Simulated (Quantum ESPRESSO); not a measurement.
Crystal: GaF.

```
Ga F
1.0
     0.00000    2.84624    2.84624
     2.84624    0.00000    2.84624
     2.84624    2.84624    0.00000
Ga F
1 1
Direct
  0.25000 0.25000 0.25000
  0.00000 0.00000 0.00000
```

The cell was built by a generator and needn't be a form met in nature.

| Property | Result |
| --- | --- |
| Program | Quantum ESPRESSO 7.5 |
| Task | phonons |
| Functional | PBE |
| Potentials or basis | GBRV 1.5 PBE |
| Cutoff | 612 eV |
| Density cutoff | 4898 eV |
| k mesh | 4 × 4 × 4, shifted |
| Occupations | fermi-dirac, width 0.05 eV |
| Spin | no spin polarisation |
| Mixing beta | 0.5 |
| Most SCF iterations | 120 |
| SCF threshold | 4e-10 Ry |

The first run showed a gap, so the response started from a second, tighter run with fixed occupations.

The run gives a transverse optical frequency of 64 cm⁻¹, an electronic dielectric constant of 3.86 and Born charges of ±1.51 e.

Q: What are the longitudinal frequency and the static dielectric constant?

A: The longitudinal mode lies at 214 cm⁻¹, 150 cm⁻¹ over the transverse one, and the static constant is 43.92. The two agree with the Lyddane-Sachs-Teller relation: (214/64)² = 11.18 and 43.92/3.86 = 11.38.
